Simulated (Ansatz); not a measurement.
# C4H4F4: one molecule under many settings

Aim: run C4H4F4 under a spread of inputs, and see what each costs and gives.

The runs use Ansatz 0.2.0, Gaussian basis; the settings change from run to run.

### 1 The geometry

An earlier PBE0-D4 in a triple-zeta def2 set relaxation fixed the geometry.

SMILES `F[C@H]1[C@H](F)[C@@H](F)[C@@H]1F`, 12 atoms, charge 0, spin multiplicity 1.

Atoms are counted from 1 here; the program's logs count them from 0.

Bond lengths: F1–C2 1.362 Å, C2–C3 1.526 Å, C2–C7 1.526 Å, C2–H9 1.094 Å, C3–F4 1.362 Å, C3–C5 1.526 Å, C3–H10 1.094 Å, C5–F6 1.362 Å, C5–C7 1.526 Å, C5–H11 1.094 Å, C7–F8 1.362 Å, C7–H12 1.094 Å. Angles: F1–C2–C3 117.6°, F1–C2–C7 117.6°, F1–C2–H9 109.6°, C3–C2–C7 87.8°, C3–C2–H9 111.4°, C7–C2–H9 111.4°, C2–C3–F4 117.6°, C2–C3–C5 87.8°, C2–C3–H10 111.4°, F4–C3–C5 117.6°, F4–C3–H10 109.6°, C5–C3–H10 111.4°, C3–C5–F6 117.6°, C3–C5–C7 87.8°, C3–C5–H11 111.4°, F6–C5–C7 117.6°, F6–C5–H11 109.6°, C7–C5–H11 111.4° and more.

Geometry (Å):

```xyz
12
C4H4F4
F     0.1913    0.1657   -2.2524
C     0.2567   -0.3275   -0.9845
C    -1.0152   -0.2816   -0.1428
F    -1.7706   -1.4132   -0.0807
C    -0.1365    0.0473    1.0604
F    -0.6203    0.9394    1.9688
C     0.9206    0.5433    0.0782
F     2.2253    0.2895    0.3756
H     0.6872   -1.3327   -1.0037
H    -1.6475    0.5667   -0.4199
H     0.1912   -0.8598    1.5760
H     0.7947    1.6073   -0.1410
```

### 2 RPA/def2-SVPD

Options: density fitting with cc-pVTZ-jkfit, finite nuclei, relativity set to scalar, the search for lower states set to off.

Contents of in.yaml:

```yaml
crystal:
  periodic: [false, false, false]
  atoms:
    - {symbol: F, position_ang: [0.191339, 0.165740, -2.252354]}
    - {symbol: C, position_ang: [0.256716, -0.327451, -0.984464]}
    - {symbol: C, position_ang: [-1.015196, -0.281608, -0.142832]}
    - {symbol: F, position_ang: [-1.770643, -1.413196, -0.080698]}
    - {symbol: C, position_ang: [-0.136483, 0.047342, 1.060441]}
    - {symbol: F, position_ang: [-0.620329, 0.939432, 1.968808]}
    - {symbol: C, position_ang: [0.920630, 0.543264, 0.078209]}
    - {symbol: F, position_ang: [2.225332, 0.289539, 0.375577]}
    - {symbol: H, position_ang: [0.687243, -1.332670, -1.003737]}
    - {symbol: H, position_ang: [-1.647499, 0.566696, -0.419880]}
    - {symbol: H, position_ang: [0.191192, -0.859833, 1.576047]}
    - {symbol: H, position_ang: [0.794700, 1.607344, -0.141019]}
basis:
  gaussian: {orbitals: def2-SVPD, fitting: {mean_field: cc-pVTZ-jkfit}, nuclear_model: gaussian}
hamiltonian: {xc: {name: HF}, pseudopotentials: {relativity: scalar}}
correlation: {method: rpa}
scf: {lower_state_search: off}
```

Started as:

```bash
> ansatz run in.yaml --threads 4 --pin off --events-out ev --progress --plain --max-ram 11315MiB
```

The log of the run:

```text
Functional definition: HF
  name "HF"
  cite "Fock, Z. Phys. 61, 126 (1930) doi:10.1007/BF01340294"
  parent pbe
  exchange = exact_x
  correlation = 0
these checks for a lower state are left out or cut short: stability, starts, cluster_reference, orbital_swaps, neighbouring_geometries, increment
752 factors; integrals over basis functions are off by at most 2.5e-1 eV
mean field evaluation 1: about -15002.8388 eV, gradient 4.2e1 eV
mean field evaluation 2: about -15005.8289 eV, gradient 2.4e1 eV
mean field evaluation 4: about -15006.7707 eV, gradient 5.8e-1 eV
mean field -15006.77193687 eV, -551.4886967244 hartree, gradient 2.5e-6 eV, S^2 0.000000; 0 other end points of the search recorded, 0 dependent functions left out
8 core orbitals not correlated: weight in the atoms' cores, before any rotation towards them, 1.000 or more for the frozen orbitals, at most 0.000 for the correlated occupied ones
reference -15006.77193687 eV, -551.4886967244 hartree; 24, 24 occupied and 172, 172 virtual orbitals, 752 factors
Total energy: -15046.51815171 eV, -552.9493431790 hartree
Relativity: scalar
Checks for a lower state left out: stability, starts, cluster_reference, orbital_swaps, neighbouring_geometries, increment
```

Run time: 1.3 s. Hardware: 4 threads of Arm Neoverse V2, shared host; peak memory 0.34 GiB.

### 3 B97M-V/STO-3G

Set apart from the defaults: charge +1, multiplicity 2, a grid of angular degree 47, relativity set to scalar.

in.yaml, as its differences from that of step 2:

```diff
@@ -16,5 +16,6 @@
 basis:
-  gaussian: {orbitals: def2-SVPD, fitting: {mean_field: cc-pVTZ-jkfit}, nuclear_model: gaussian}
-hamiltonian: {xc: {name: HF}, pseudopotentials: {relativity: scalar}}
-correlation: {method: rpa}
-scf: {lower_state_search: off}
+  gaussian: {orbitals: STO-3G, final_grid: {core_spheres: 20, valence_spheres: 16, degree: 47}}
+total_charge: 1
+magnetization: {spin_polarized: true, initial_magnetization: 1}
+hamiltonian: {xc: {name: B97M-V}, pseudopotentials: {relativity: scalar}}
+output: {forces: true}
```

Launched as before.

The log of the run, shortened:

```text
Functional definition: B97M-V
  name "B97M-V"
  cite "Mardirossian & Head-Gordon, J. Chem. Phys. 142, 074111 (2015) doi:10.1063/1.4907719"
  cite "Becke, J. Chem. Phys. 107, 8554 (1997) doi:10.1063/1.475007"
  cite "Vydrov & Van Voorhis, J. Chem. Phys. 133, 244103 (2010) doi:10.1063/1.3521275"
  # Of w^i u^j: cxij and so on, Table III.
[...]
  gx(w, u) = cx00 + cx01*u + cx02*u^2 + (cx10 + cx11*u)*w
  gss(w, u) = css00 + css02*u^2 + css10*w + (css32*w^3 + css42*w^4)*u^2
  gos(w, u) = cos00 + cos01*u + cos03*u^3 + cos10*w + cos32*w^3*u^2
[...]
      + integral(e_c_pw_mod_opposite_spin*gos(b97_w_opposite, b97_u_opposite)) + vv10(b, c)
652 factors; integrals over basis functions are off by at most 4.1e-5 eV
[...]
mean field -14872.77837355 eV, -546.5645240968 hartree, gradient 1.3e-5 eV, S^2 0.750945; 4 other end points of the search recorded, 0 dependent functions left out
[...]
Atom 2 at    -1.015196    -0.281608    -0.142832 Å, force    -2.951226    -0.138704    -0.542018 eV/Å
Atom 3 at    -1.770643    -1.413196    -0.080698 Å, force    -0.478092    -1.057900     0.101968 eV/Å
Atom 4 at    -0.136483     0.047342     1.060441 Å, force    -0.142924    -0.459219     2.965109 eV/Å
Atom 5 at    -0.620329     0.939432     1.968808 Å, force    -0.445608     0.879282     0.621256 eV/Å
Atom 6 at     0.920630     0.543264     0.078209 Å, force     2.192249     2.053079     0.045283 eV/Å
Atom 7 at     2.225332     0.289539     0.375577 Å, force     1.057520    -0.403561     0.277310 eV/Å
Atom 8 at     0.687243    -1.332670    -1.003737 Å, force     0.358796    -0.886214     0.165025 eV/Å
Atom 9 at    -1.647499     0.566696    -0.419880 Å, force    -0.405611     0.849975    -0.233803 eV/Å
Atom 10 at     0.191192    -0.859833     1.576047 Å, force     0.334979    -0.863550     0.289020 eV/Å
Atom 11 at     0.794700     1.607344    -0.141019 Å, force    -0.288173     0.899950    -0.220386 eV/Å
Dipole moment:    -0.000008     0.000004     0.000008 e Å
```

Wall time 12 s (4 threads of Arm Neoverse V2, shared host).

Largest force 3.004 eV/Å, ⟨S²⟩ 0.751.

### 4 RPBE/6-31G*

Set apart from the defaults: multiplicity 3, restricted open-shell orbitals, D4 dispersion.

in.yaml, as its differences from that of step 3:

```diff
@@ -16,6 +16,4 @@
 basis:
-  gaussian: {orbitals: STO-3G, final_grid: {core_spheres: 20, valence_spheres: 16, degree: 47}}
-total_charge: 1
-magnetization: {spin_polarized: true, initial_magnetization: 1}
-hamiltonian: {xc: {name: B97M-V}, pseudopotentials: {relativity: scalar}}
-output: {forces: true}
+  gaussian: {orbitals: "6-31G*"}
+magnetization: {spin_polarized: false, initial_magnetization: 2}
+hamiltonian: {xc: {name: RPBE}, dispersion: d4}
```

The command is unchanged.

The log of the run, shortened:

```text
Functional definition: RPBE
  name "RPBE"
  cite "Hammer, Hansen & Nørskov, Phys. Rev. B 59, 7413 (1999) doi:10.1103/PhysRevB.59.7413"
  cite "Perdew, Burke & Ernzerhof, Phys. Rev. Lett. 77, 3865 (1996) doi:10.1103/PhysRevLett.77.3865"
[...]
1340 factors; their error is unknown
[...]
mean field -15070.70883170 eV, -553.8383342716 hartree, gradient 2.7e-5 eV, S^2 2.000000; 8 other end points of the search recorded, 0 dependent functions left out
reference -15070.70885309 eV, -553.8383350576 hartree; 33, 31 occupied and 95, 97 virtual orbitals, 1340 factors
Total energy: -15071.66324992 eV, -553.8734084944 hartree
```

Wall time 15 s (4 threads of Arm Neoverse V2, shared host); peak memory 0.35 GiB.

### 5 PBE0/aug-cc-pVDZ

Set apart from the defaults: D4 dispersion, high accuracy.

in.yaml, as its differences from that of step 4:

```diff
@@ -16,4 +16,4 @@
 basis:
-  gaussian: {orbitals: "6-31G*"}
-magnetization: {spin_polarized: false, initial_magnetization: 2}
-hamiltonian: {xc: {name: RPBE}, dispersion: d4}
+  gaussian: {orbitals: aug-cc-pVDZ}
+hamiltonian: {xc: {name: PBE0}, dispersion: d4}
+accuracy: high
```

Same command.

The log of the run:

```text
Functional definition: PBE0
  name "PBE0"
  cite "Adamo & Barone, J. Chem. Phys. 110, 6158 (1999) doi:10.1063/1.478522"
  cite "Perdew, Burke & Ernzerhof, Phys. Rev. Lett. 77, 3865 (1996) doi:10.1103/PhysRevLett.77.3865"
  parent pbe
  parameter a = 0.25
  parameter kappa = 0.804
  parameter beta = 0.06672455060314922
  exchange = (1 - a)*pbe_x(kappa = kappa, mu = beta*pi^2/3) + a*exact_x
  correlation = pbe_c(beta = beta)
4409 factors; integrals over basis functions are off by at most 3.2e-9 eV
mean field evaluation 1: about -15061.6423 eV, gradient 4.6e1 eV
mean field evaluation 2: about -15062.3007 eV, gradient 4.2e1 eV
mean field evaluation 4: about -15066.1915 eV, gradient 3.1e0 eV
mean field evaluation 8: about -15066.4577 eV, gradient 1.1e-1 eV
mean field evaluation 16: about -15066.4577 eV, gradient 7.5e-6 eV
mean field -15066.45773950 eV, -553.6821095147 hartree, gradient 1.9e-8 eV, S^2 0.000000; 0 other end points of the search recorded, 0 dependent functions left out
reference -15066.45774716 eV, -553.6821097964 hartree; 32, 32 occupied and 188, 188 virtual orbitals, 4409 factors
Total energy: -15066.65828787 eV, -553.6894795315 hartree
```

Wall time 18 s (4 threads of Arm Neoverse V2, shared host); peak memory 1.7 GiB.

### 6 RPBE/STO-3G

This run has charge -1, multiplicity 2, a point charge of 0.50 e beside it, D3(BJ) dispersion.

in.yaml, as its differences from that of step 5:

```diff
@@ -16,4 +16,5 @@
 basis:
-  gaussian: {orbitals: aug-cc-pVDZ}
-hamiltonian: {xc: {name: PBE0}, dispersion: d4}
-accuracy: high
+  gaussian: {orbitals: STO-3G, point_charges: [{charge: 0.50, position_ang: [5.890, -0.625, -0.044]}]}
+total_charge: -1
+magnetization: {spin_polarized: true, initial_magnetization: 1}
+hamiltonian: {xc: {name: RPBE}, dispersion: d3bj}
```

Same command.

The log of the run:

```text
Functional definition: RPBE
  name "RPBE"
  cite "Hammer, Hansen & Nørskov, Phys. Rev. B 59, 7413 (1999) doi:10.1103/PhysRevB.59.7413"
  cite "Perdew, Burke & Ernzerhof, Phys. Rev. Lett. 77, 3865 (1996) doi:10.1103/PhysRevLett.77.3865"
  parameter kappa = 0.804
  parameter beta = 0.06672455060314922
  exchange = rpbe_x(kappa = kappa, mu = beta*pi^2/3)
  correlation = pbe_c(beta = beta)
652 factors; integrals over basis functions are off by at most 4.1e-5 eV
mean field evaluation 1: about -14861.1847 eV, gradient 1.2e1 eV
mean field evaluation 2: about -14861.1203 eV, gradient 1.4e1 eV
mean field evaluation 4: about -14862.2141 eV, gradient 7.5e-1 eV
mean field evaluation 8: about -14862.1144 eV, gradient 1.6e-2 eV
mean field evaluation 16: about -14862.1144 eV, gradient 3.4e-5 eV
mean field -14862.11436235 eV, -546.1726289134 hartree, gradient 3.4e-5 eV, S^2 0.750455; 0 other end points of the search recorded, 0 dependent functions left out
reference -14862.11437871 eV, -546.1726295146 hartree; 33, 32 occupied and 11, 12 virtual orbitals, 652 factors
Total energy: -14863.30133127 eV, -546.2162492168 hartree
```

It took 1 s on 4 threads of Arm Neoverse V2, shared host.

⟨S²⟩ 0.750.

### 7 B2GP-PLYP/def2-TZVPD

Options: coordinates scaled by 0.96, a grid of angular degree 47, high accuracy.

Contents of in.yaml:

```yaml
crystal:
  periodic: [false, false, false]
  atoms:
    - {symbol: F, position_ang: [0.183685, 0.159110, -2.162260]}
    - {symbol: C, position_ang: [0.246447, -0.314353, -0.945085]}
    - {symbol: C, position_ang: [-0.974588, -0.270344, -0.137119]}
    - {symbol: F, position_ang: [-1.699817, -1.356668, -0.077470]}
    - {symbol: C, position_ang: [-0.131024, 0.045448, 1.018024]}
    - {symbol: F, position_ang: [-0.595516, 0.901855, 1.890056]}
    - {symbol: C, position_ang: [0.883804, 0.521533, 0.075081]}
    - {symbol: F, position_ang: [2.136318, 0.277958, 0.360554]}
    - {symbol: H, position_ang: [0.659753, -1.279363, -0.963588]}
    - {symbol: H, position_ang: [-1.581600, 0.544028, -0.403084]}
    - {symbol: H, position_ang: [0.183544, -0.825439, 1.513005]}
    - {symbol: H, position_ang: [0.762912, 1.543050, -0.135378]}
basis:
  gaussian: {orbitals: def2-TZVPD, final_grid: {core_spheres: 20, valence_spheres: 16, degree: 47}}
hamiltonian: {xc: {name: B2GP-PLYP}}
accuracy: high
output: {forces: true}
```

Launched as before.

The log of the run, shortened:

```text
Functional definition: B2GP-PLYP
  name "B2GP-PLYP"
  cite "Karton, Tarnopolsky, Lamère, Schatz & Martin, J. Phys. Chem. A 112, 12868 (2008) doi:10.1021/jp801805p"
  cite "Becke, Phys. Rev. A 38, 3098 (1988) doi:10.1103/PhysRevA.38.3098"
  cite "Lee, Yang & Parr, Phys. Rev. B 37, 785 (1988) doi:10.1103/PhysRevB.37.785"
[...]
5527 factors; integrals over basis functions are off by at most 3.8e-9 eV
[...]
mean field -15055.24626846 eV, -553.2700955535 hartree, gradient 5.8e-8 eV, S^2 0.000000; 0 other end points of the search recorded, 0 dependent functions left out
8 core orbitals not correlated: weight in the atoms' cores, before any rotation towards them, 1.000 or more for the frozen orbitals, at most 0.000 for the correlated occupied ones
reference -15055.24629172 eV, -553.2700964082 hartree; 24, 24 occupied and 312, 312 virtual orbitals, 5527 factors
[...]
Atom 2 at    -0.974588    -0.270344    -0.137119 Å, force    -0.428092     0.389179    -0.153609 eV/Å
Atom 3 at    -1.699817    -1.356668    -0.077470 Å, force    -1.862723    -2.568244     0.112537 eV/Å
Atom 4 at    -0.131024     0.045448     1.018024 Å, force     0.146230    -0.443545     0.374328 eV/Å
Atom 5 at    -0.595516     0.901855     1.890056 Å, force    -1.102391     1.995088     2.209296 eV/Å
Atom 6 at     0.883804     0.521533     0.075081 Å, force     0.040384     0.588834    -0.100147 eV/Å
Atom 7 at     2.136318     0.277958     0.360554 Å, force     3.066438    -0.467846     0.675367 eV/Å
Atom 8 at     0.659753    -1.279363    -0.963588 Å, force     0.631876    -1.504321     0.080025 eV/Å
Atom 9 at    -1.581600     0.544028    -0.403084 Å, force    -0.855423     1.330592    -0.408370 eV/Å
Atom 10 at     0.183544    -0.825439     1.513005 Å, force     0.517963    -1.395789     0.672597 eV/Å
Atom 11 at     0.762912     1.543050    -0.135378 Å, force    -0.294431     1.569603    -0.344306 eV/Å
Dipole moment:    -0.000008     0.000005     0.000007 e Å
```

It took 2.6 min on 4 threads of Arm Neoverse V2, shared host; peak memory 4.1 GiB.

Largest force 3.175 eV/Å, dipole 0.00 D.

### 8 B2PLYP/def2-TZVPP

Set apart from the defaults: a grid of angular degree 11, high accuracy.

Contents of in.yaml:

```yaml
crystal:
  periodic: [false, false, false]
  atoms:
    - {symbol: F, position_ang: [0.191339, 0.165740, -2.252354]}
    - {symbol: C, position_ang: [0.256716, -0.327451, -0.984464]}
    - {symbol: C, position_ang: [-1.015196, -0.281608, -0.142832]}
    - {symbol: F, position_ang: [-1.770643, -1.413196, -0.080698]}
    - {symbol: C, position_ang: [-0.136483, 0.047342, 1.060441]}
    - {symbol: F, position_ang: [-0.620329, 0.939432, 1.968808]}
    - {symbol: C, position_ang: [0.920630, 0.543264, 0.078209]}
    - {symbol: F, position_ang: [2.225332, 0.289539, 0.375577]}
    - {symbol: H, position_ang: [0.687243, -1.332670, -1.003737]}
    - {symbol: H, position_ang: [-1.647499, 0.566696, -0.419880]}
    - {symbol: H, position_ang: [0.191192, -0.859833, 1.576047]}
    - {symbol: H, position_ang: [0.794700, 1.607344, -0.141019]}
basis:
  gaussian: {orbitals: def2-TZVPP, final_grid: {core_spheres: 5, valence_spheres: 4, degree: 11}}
hamiltonian: {xc: {name: B2PLYP}}
accuracy: high
output: {forces: true}
```

Same command.

The log of the run, shortened:

```text
Functional definition: B2PLYP
  name "B2PLYP"
  cite "Grimme, J. Chem. Phys. 124, 034108 (2006) doi:10.1063/1.2148954"
  cite "Becke, Phys. Rev. A 38, 3098 (1988) doi:10.1103/PhysRevA.38.3098"
  cite "Lee, Yang & Parr, Phys. Rev. B 37, 785 (1988) doi:10.1103/PhysRevB.37.785"
[...]
5355 factors; integrals over basis functions are off by at most 3.6e-8 eV
[...]
mean field -15062.15088363 eV, -553.5238354807 hartree, gradient 3.5e-8 eV, S^2 0.000000; 0 other end points of the search recorded, 0 dependent functions left out
8 core orbitals not correlated: weight in the atoms' cores, before any rotation towards them, 1.000 or more for the frozen orbitals, at most 0.000 for the correlated occupied ones
reference -15062.15092533 eV, -553.5238370135 hartree; 24, 24 occupied and 272, 272 virtual orbitals, 5355 factors
second order -52.90871153 eV of doubles, -0.00000000 eV of singles
[...]
Atom 2 at    -1.015196    -0.281608    -0.142832 Å, force    -0.007650     0.338131    -0.063443 eV/Å
Atom 3 at    -1.770643    -1.413196    -0.080698 Å, force    -0.218771    -0.286360     0.010427 eV/Å
Atom 4 at    -0.136483     0.047342     1.060441 Å, force     0.137733    -0.312998    -0.038384 eV/Å
Atom 5 at    -0.620329     0.939432     1.968808 Å, force    -0.123202     0.220192     0.257260 eV/Å
Atom 6 at     0.920630     0.543264     0.078209 Å, force    -0.223935     0.246034    -0.088140 eV/Å
Atom 7 at     2.225332     0.289539     0.375577 Å, force     0.349764    -0.044099     0.075346 eV/Å
Atom 8 at     0.687243    -1.332670    -1.003737 Å, force    -0.036893     0.085540     0.004047 eV/Å
Atom 9 at    -1.647499     0.566696    -0.419880 Å, force     0.055790    -0.070734     0.023664 eV/Å
Atom 10 at     0.191192    -0.859833     1.576047 Å, force    -0.027235     0.076309    -0.046112 eV/Å
Atom 11 at     0.794700     1.607344    -0.141019 Å, force     0.008357    -0.090990     0.018252 eV/Å
Dipole moment:    -0.000009     0.000007     0.000007 e Å
```

Run time: 93 s. Hardware: 4 threads of Arm Neoverse V2, shared host; peak memory 3.1 GiB.

Largest force 0.361 eV/Å, dipole 0.00 D.

### 9 r2SCAN/cc-pVDZ

This run has rVV10 dispersion.

in.yaml, as its differences from that of step 8:

```diff
@@ -16,5 +16,3 @@
 basis:
-  gaussian: {orbitals: def2-TZVPP, final_grid: {core_spheres: 5, valence_spheres: 4, degree: 11}}
-hamiltonian: {xc: {name: B2PLYP}}
-accuracy: high
-output: {forces: true}
+  gaussian: {orbitals: cc-pVDZ}
+hamiltonian: {xc: {name: r2SCAN}, dispersion: rvv10}
```

Launched as before.

The log of the run, shortened:

```text
Functional definition: r2SCAN+rVV10
  name "r2SCAN+rVV10"
  cite "Furness, Kaplan, Ning, Perdew & Sun, J. Phys. Chem. Lett. 11, 8208 (2020) doi:10.1021/acs.jpclett.0c02405"
  cite "Furness, Kaplan, Ning, Perdew & Sun, J. Phys. Chem. Lett. 11, 9248 (2020) doi:10.1021/acs.jpclett.0c03077"
  cite "Vydrov & Van Voorhis, J. Chem. Phys. 133, 244103 (2010) doi:10.1063/1.3521275"
  cite "Sabatini, Gorni & de Gironcoli, Phys. Rev. B 87, 041108(R) (2013) doi:10.1103/PhysRevB.87.041108"
  cite "Ning et al., Phys. Rev. B 106, 075422 (2022) doi:10.1103/PhysRevB.106.075422"
  parent "r2scan"
[...]
1496 factors; their error is unknown
[...]
mean field -15070.51839205 eV, -553.8313357436 hartree, gradient 8.2e-6 eV, S^2 0.000000; 0 other end points of the search recorded, 0 dependent functions left out
reference -15070.51839912 eV, -553.8313360033 hartree; 32, 32 occupied and 100, 100 virtual orbitals, 1496 factors
Total energy: -15070.51839912 eV, -553.8313360033 hartree
```

Run time: 5.5 s. Hardware: 4 threads of Arm Neoverse V2, shared host.

### 10 BLYP/STO-3G

in.yaml, as its differences from that of step 9:

```diff
@@ -16,3 +16,3 @@
 basis:
-  gaussian: {orbitals: cc-pVDZ}
-hamiltonian: {xc: {name: r2SCAN}, dispersion: rvv10}
+  gaussian: {orbitals: STO-3G}
+hamiltonian: {xc: {name: BLYP}}
```

The command is unchanged.

The log of the run:

```text
Functional definition: BLYP
  name "BLYP"
  cite "Becke, Phys. Rev. A 38, 3098 (1988) doi:10.1103/PhysRevA.38.3098"
  cite "Lee, Yang & Parr, Phys. Rev. B 37, 785 (1988) doi:10.1103/PhysRevB.37.785"
  parameter beta = 0.0042
  parameter a = 0.04918
  parameter b = 0.132
  parameter c = 0.2533
  parameter d = 0.349
  exchange = b88_x(beta = beta)
  correlation = lyp_c(a = a, b = b, c = c, d = d)
652 factors; integrals over basis functions are off by at most 4.1e-5 eV
mean field evaluation 1: about -14862.5811 eV, gradient 1.9e1 eV
mean field evaluation 2: about -14860.5784 eV, gradient 3.5e1 eV
mean field evaluation 4: about -14863.6484 eV, gradient 2.9e-1 eV
mean field evaluation 8: about -14863.4924 eV, gradient 6.7e-4 eV
mean field -14863.49242908 eV, -546.2232719316 hartree, gradient 2.1e-5 eV, S^2 0.000000; 0 other end points of the search recorded, 0 dependent functions left out
reference -14863.49264351 eV, -546.2232798117 hartree; 32, 32 occupied and 12, 12 virtual orbitals, 652 factors
Total energy: -14863.49264351 eV, -546.2232798117 hartree
```

Run time: 0.6 s. Hardware: 4 threads of Arm Neoverse V2, shared host.

### 11 All runs side by side

```
               level  charge  multiplicity               geometry  functions  energy (eV)     time
       RPA/def2-SVPD       0             1                relaxed        204   -15046.518    1.3 s
       B97M-V/STO-3G       1             2                relaxed         44   -14872.778     12 s
         RPBE/6-31G*       0             3                relaxed        128   -15071.663     15 s
    PBE0/aug-cc-pVDZ       0             1                relaxed        220   -15066.658     18 s
         RPBE/STO-3G      -1             2  relaxed, point charge         44   -14863.301      1 s
B2GP-PLYP/def2-TZVPD       0             1                 scaled        344   -15073.214  2.6 min
   B2PLYP/def2-TZVPP       0             1                relaxed        304   -15076.436     93 s
      r2SCAN/cc-pVDZ       0             1                relaxed        132   -15070.518    5.5 s
         BLYP/STO-3G       0             1                relaxed         44   -14863.493    0.6 s
```

### 12 Summary of results

| quantity | value |
| --- | --- |
| runs | 9 |
| quickest | BLYP/STO-3G, 0.6 s |
| slowest | B2GP-PLYP/def2-TZVPD, 2.6 min |
| spread of total energies, same state and geometry | 212.9 eV |

What this shows: Run time spans a factor of 263, from BLYP/STO-3G to B2GP-PLYP/def2-TZVPD. The jobs differ in tasks and options as well as level. Total energies at one charge and spin differ by 213 eV between levels, so only differences within one level mean anything. At the PBE0-D4/def2-TZVP geometry and in the same state, the sound runs without point charges leave forces up to 0.36 eV/Å (B2PLYP/def2-TZVPP), against 3.2 eV/Å where the atoms were moved.
